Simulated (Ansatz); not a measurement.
**C4H10FIn: up Jacob's ladder to CCSD(T)**

An exercise on one series of results from a longer session: the logs are not shown, and one member is left open.

The runs use Ansatz 0.2.0, Gaussian basis; functionals in def2-TZVPP, the program's frozen cores in correlated methods.

Levels to be run: LDA (SPW92), PBE-D4, revPBE-D4, BLYP-D4, r2SCAN-D4, B97M-V, PBE0-D4, B3LYP-D4, r2SCANh-D4, r2SCAN0-D4, HSE06-D4, BHLYP-D4, CAM-B3LYP-D4, LC-ωPBE, ωB97X-V, ωB97M-V, B2PLYP, PBE-QIDH; CCSD(T)/def2-SVP; CCSD(T)/def2-TZVPP; MP2/def2-QZVPP; extrapolation to the limit; RPA on PBE.

## The geometry

An earlier PBE0-D4 in a triple-zeta def2 set relaxation fixed the geometry. In takes the def2 core potential; no spin-orbit term is included.

SMILES `C[CH2][In]([F])[CH2]C`, 16 atoms, charge 0, spin multiplicity 1.

Atoms are counted from 1 here; the program's logs count them from 0.

Bond lengths: C1–C2 1.523 Å, C1–H7 1.091 Å, C1–H8 1.095 Å, C1–H9 1.093 Å, C2–In3 2.148 Å, C2–H10 1.093 Å, C2–H11 1.095 Å, In3–F4 1.989 Å, In3–C5 2.149 Å, C5–C6 1.523 Å, C5–H12 1.093 Å, C5–H13 1.095 Å, C6–H14 1.091 Å, C6–H15 1.092 Å, C6–H16 1.095 Å. Angles: C2–C1–H7 111.7°, C2–C1–H8 111.1°, C2–C1–H9 111.8°, H7–C1–H8 108.0°, H7–C1–H9 106.8°, H8–C1–H9 107.2°, C1–C2–In3 112.5°, C1–C2–H10 111.9°, C1–C2–H11 111.0°, In3–C2–H10 108.9°, In3–C2–H11 105.8°, H10–C2–H11 106.3°, C2–In3–F4 105.7°, C2–In3–C5 148.4°, F4–In3–C5 105.9°, In3–C5–C6 112.6°, In3–C5–H12 108.7°, In3–C5–H13 105.9° and more.

The first run:

in.yaml reads:

```yaml
crystal:
  periodic: [false, false, false]
  atoms:
    - {symbol: C, position_ang: [2.007040, -2.239070, 0.292574]}
    - {symbol: C, position_ang: [0.585736, -2.108251, -0.238392]}
    - {symbol: In, position_ang: [-0.231591, -0.145606, 0.071324]}
    - {symbol: F, position_ang: [0.738171, 0.600847, 1.639702]}
    - {symbol: C, position_ang: [-1.642738, 1.363009, -0.519478]}
    - {symbol: C, position_ang: [-1.245560, 2.754512, -0.045686]}
    - {symbol: H, position_ang: [2.076029, -1.935319, 1.338549]}
    - {symbol: H, position_ang: [2.362587, -3.271771, 0.216206]}
    - {symbol: H, position_ang: [2.707532, -1.613336, -0.265780]}
    - {symbol: H, position_ang: [0.523066, -2.354131, -1.301253]}
    - {symbol: H, position_ang: [-0.090868, -2.797195, 0.277522]}
    - {symbol: H, position_ang: [-1.765858, 1.321649, -1.604551]}
    - {symbol: H, position_ang: [-2.603149, 1.060232, -0.090209]}
    - {symbol: H, position_ang: [-1.068658, 2.779247, 1.030678]}
    - {symbol: H, position_ang: [-0.325832, 3.098370, -0.524271]}
    - {symbol: H, position_ang: [-2.025898, 3.486813, -0.276925]}
basis:
  gaussian: {orbitals: def2-TZVPP}
hamiltonian: {xc: lda}
output: {orbitals: {seedname: orbitals}}
```

On the command line:

```console
> ansatz run in.yaml --threads 2 --pin off --events-out ev --progress --plain --max-ram 32768MiB --backend cuda --devices 0, --max-vram 18GiB
```

Steps of the session up to this table: LDA; PBE-D4 (GGA); revPBE-D4 (GGA); BLYP-D4 (GGA); r2SCAN-D4 (meta-GGA); B97M-V (meta-GGA); PBE0-D4 (hybrid); B3LYP-D4 (hybrid); r2SCANh-D4 (hybrid); r2SCAN0-D4 (hybrid); HSE06-D4 (hybrid); BHLYP-D4 (hybrid); CAM-B3LYP-D4 (range-separated); LC-ωPBE (range-separated); ωB97X-V (range-separated); ωB97M-V (range-separated); B2PLYP (double hybrid); PBE-QIDH (double hybrid).

One of the session's tables, all rows but one given; the rest of the session is left out.

It belongs to the step «Orbital energies across the functionals». 

| functional | HOMO (eV) | gap (eV) |
| --- | --- | --- |
| LDA (SPW92) | ? | ? |
| PBE-D4 | -5.97 | 4.25 |
| revPBE-D4 | -5.90 | 4.31 |
| BLYP-D4 | -5.84 | 4.14 |
| r2SCAN-D4 | -6.18 | 4.72 |
| B97M-V | -6.22 | 4.49 |
| PBE0-D4 | -7.10 | 6.09 |
| B3LYP-D4 | -6.90 | 5.60 |
| r2SCANh-D4 | -6.60 | 5.39 |
| r2SCAN0-D4 | -7.24 | 6.39 |
| HSE06-D4 | -6.71 | 5.35 |
| BHLYP-D4 | -8.13 | 7.71 |
| CAM-B3LYP-D4 | -8.38 | 8.12 |
| LC-ωPBE | -9.68 | 10.55 |
| ωB97X-V | -9.32 | 10.02 |
| ωB97M-V | -9.21 | 9.54 |

**Question.** Estimate the row for LDA (SPW92).

The run gave: HOMO (eV): -6.14; gap (eV): 4.15. In the column «HOMO (eV)» it lies between r2SCAN-D4 (-6.18) and PBE-D4 (-5.97).
